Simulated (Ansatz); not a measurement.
Predict the output of the script below (the Ansatz DFT code, driven from Python).

Script `run_yaml_run.py`:
```python
import ansatz

INPUT = """
crystal:
  lattice:
    - [0.0, 2.927, 2.927]
    - [2.927, 0.0, 2.927]
    - [2.927, 2.927, 0.0]
  atoms:
    - { symbol: La, position: [0.0, 0.0, 0.0] }
    - { symbol: S, position: [0.5, 0.5, 0.5] }
kpoints:
  mp_grid: { grid: [7, 7, 7] }
hamiltonian:
  xc: lda
scf:
  occupations: { method: fermi_dirac, width: 0.05 }
basis:
  ecutwfc: "19 Ha"
output:
  forces: true
"""

res = ansatz.Session.from_yaml(INPUT).plan(threads=1).execute()
rep = res.report

for key in ("converged", "n_iterations", "n_electrons", "n_kpoints", "n_pw", "n_symmetry_ops", "free_energy_ev", "fermi_energy_ev"):
    print(f"{key:18s} {rep[key]}")

print("forces (eV/A)")
for site, force in zip(res.lattice.sites, rep["forces_ev_ang"]):
    print(f"  {site.symbol:2s} {force[0]:9.4f} {force[1]:9.4f} {force[2]:9.4f}")
```

Output of `python run_yaml_run.py`:
```text
converged          True
n_iterations       6
n_electrons        17.0
n_kpoints          20
n_pw               1363
n_symmetry_ops     48
free_energy_ev     -6950.194515171054
fermi_energy_ev    11.525368858296094
forces (eV/A)
  La   -0.0000   -0.0000    0.0000
  S     0.0000    0.0000   -0.0000
```

Notes:
- Absolute energies stand on the zero of these potentials, so only differences at equal settings mean something. A total without «per atom» is that of the cell as typed.
- For a metal this k-point mesh is coarse: on a finer one energies can move by several to tens of meV an atom and pressures by half a GPa or more, differences at one mesh by less.
- An absolute Fermi energy rests on an arbitrary zero of the periodic potential and has no direct meaning.
- The starting cell is as deposited in a crystallographic database; the results hold for this polymorph, which needn't be the stable one.
- It ran for 2.1 s on 1 thread of Arm Neoverse N1, with other jobs on the host, peak memory 0.35 GiB.

(Lines on the test bed's own set-up are left out of the output.)
